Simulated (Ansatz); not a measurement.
# Cu3Pd: the cost of one run

Computed with the Python package of Ansatz 0.2.0. Level of theory: DFT LDA, plane waves, PAW.

### 1 Starting point

Cu3Pd Pm-3m: Symmetry: Pm-3m, No. 221, cubic system. The conventional cell has a = 3.690 Å, b = 3.690 Å, c = 3.690 Å, α = 90.00°, β = 90.00°, γ = 90.00°. Around Cu (site symmetry 4/mmm) lie 8 Cu at 2.61 Å and 4 Pd at 2.61 Å. Pd (site symmetry m-3m) has 12 Cu at 2.61 Å as nearest neighbours.

CuPd Pm-3m: Symmetry: Pm-3m, No. 221, cubic system. Conventional cell: a = 2.988 Å, b = 2.988 Å, c = 2.988 Å, α = 90.00°, β = 90.00°, γ = 90.00°. Cu (site symmetry m-3m) has 8 Pd at 2.59 Å as nearest neighbours. Around Pd (site symmetry m-3m) lie 8 Cu at 2.59 Å.

Cu Fm-3m: It takes space group Fm-3m (No. 225, cubic). Conventional cell: a = 3.615 Å, b = 3.615 Å, c = 3.615 Å, α = 90.00°, β = 90.00°, γ = 90.00°. Cu (site symmetry m-3m) has 12 Cu at 2.56 Å as nearest neighbours.

Pd Fm-3m: The structure is cubic, space group Fm-3m (No. 225). Conventional cell: a = 3.893 Å, b = 3.893 Å, c = 3.893 Å, α = 90.00°, β = 90.00°, γ = 90.00°. Around Pd (site symmetry m-3m) lie 12 Pd at 2.75 Å.

The script holds or builds the structure itself.

### 2 The script

cu3pd.py

```python
# -*- coding: utf-8 -*-
"""Stability of Cu-Pd compounds against each other, after relaxing atoms and volume at fixed cell shape."""

from collections import Counter
import warnings

import ansatz as az
import numpy as np

PHASES = {
    "Cu3Pd Pm-3m": (
        [(3.69, 0.0, 0.0), (0.0, 3.69, 0.0), (0.0, 0.0, 3.69)],
        [
            ("Cu", (0.0, 0.5, 0.5)),
            ("Cu", (0.5, 0.0, 0.5)),
            ("Cu", (0.5, 0.5, 0.0)),
            ("Pd", (0.0, 0.0, 0.0)),
        ],
    ),
    "CuPd Pm-3m": (
        [(2.988, 0.0, 0.0), (0.0, 2.988, 0.0), (0.0, 0.0, 2.988)],
        [
            ("Cu", (0.0, 0.0, 0.0)),
            ("Pd", (0.5, 0.5, 0.5)),
        ],
    ),
    "Cu": (
        [(0.0, 1.8075, 1.8075), (1.8075, 0.0, 1.8075), (1.8075, 1.8075, 0.0)],
        [
            ("Cu", (0.0, 0.0, 0.0)),
        ],
    ),
    "Pd": (
        [(0.0, 1.9465, 1.9465), (1.9465, 0.0, 1.9465), (1.9465, 1.9465, 0.0)],
        [
            ("Pd", (0.0, 0.0, 0.0)),
        ],
    ),
}


def build(vectors, sites):
    crystal = az.Crystal(lattice=az.Lattice.of(vectors))
    for symbol, position in sites:
        crystal = crystal.atom(symbol, position)
    return crystal


def compute(name, crystal):
    calc = (
        crystal.calculation()
        .functional("LDA")
        .basis(460)
        .kpoints(spacing=0.16)
        .occupations("gaussian", width=0.1)  # fractional filling near the Fermi level
    )
    calc = calc.relax(force_tolerance=0.03, fix_cell=["shape"])
    return calc.run(threads=1, pin="off")


def counts(outcome):
    return Counter(site.symbol for site in outcome.lattice.sites)

def formation_energy(outcome, mu):
    n = counts(outcome)
    return (outcome.report["energy_sigma0_ev"] - sum(k * mu[element] for element, k in n.items())) / sum(n.values())

warnings.simplefilter("ignore", az.DeckWarning)

phases = {name: build(*cell) for name, cell in PHASES.items()}

done = {name: compute(name, crystal) for name, crystal in phases.items()}

# chemical potentials of the elements at zero temperature
references = {"Cu": "Cu", "Pd": "Pd"}
mu = {element: done[name].report["energy_sigma0_ev"] / len(done[name].lattice.sites) for element, name in references.items()}
points = sorted((counts(o)["Pd"] / len(o.lattice.sites), formation_energy(o, mu), name) for name, o in done.items())

# lower hull by a monotone chain
hull = []
for x, e, _ in points:
    while len(hull) > 1 and (hull[-1][0] - hull[-2][0]) * (e - hull[-2][1]) - (hull[-1][1] - hull[-2][1]) * (x - hull[-2][0]) <= 0:
        hull.pop()
    hull.append((x, e))
rows = [(name, x, e, e - np.interp(x, *zip(*hull))) for x, e, name in points]
print("| phase | x(Pd) | E_form (eV/atom) | above hull (eV/atom) |")
print("| --- | --- | --- | --- |")
for row in rows:
    print(f"| {row[0]} | {row[1]:.3f} | {row[2]:.4f} | {row[3]:.4f} |")
print("on the hull of these phases:", ", ".join(row[0] for row in rows if row[3] < 1e-6))
```

### 3 What the engine is handed

The engine receives this input (first run):

```yaml
crystal:
  lattice:
    - [3.69, 0.0, 0.0]
    - [0.0, 3.69, 0.0]
    - [0.0, 0.0, 3.69]
  atoms:
    - { symbol: Cu, position: [0.0, 0.5, 0.5] }
    - { symbol: Cu, position: [0.5, 0.0, 0.5] }
    - { symbol: Cu, position: [0.5, 0.5, 0.0] }
    - { symbol: Pd, position: [0.0, 0.0, 0.0] }
basis:
  ecutwfc: 460.0
kpoints:
  mp_grid:
    kspacing: 0.16
hamiltonian:
  xc: lda
scf:
  occupations:
    method: gaussian
    width: 0.1
relax:
  f_tol: 0.03
  cell:
    fix: [shape]
```

### 4 The run

The run is started by

```sh
> python cu3pd.py
```

Q: Estimate wall time and peak memory on 1 thread of Arm Neoverse V1, shared host.

About 81 s, with a peak of 0.46 GiB.
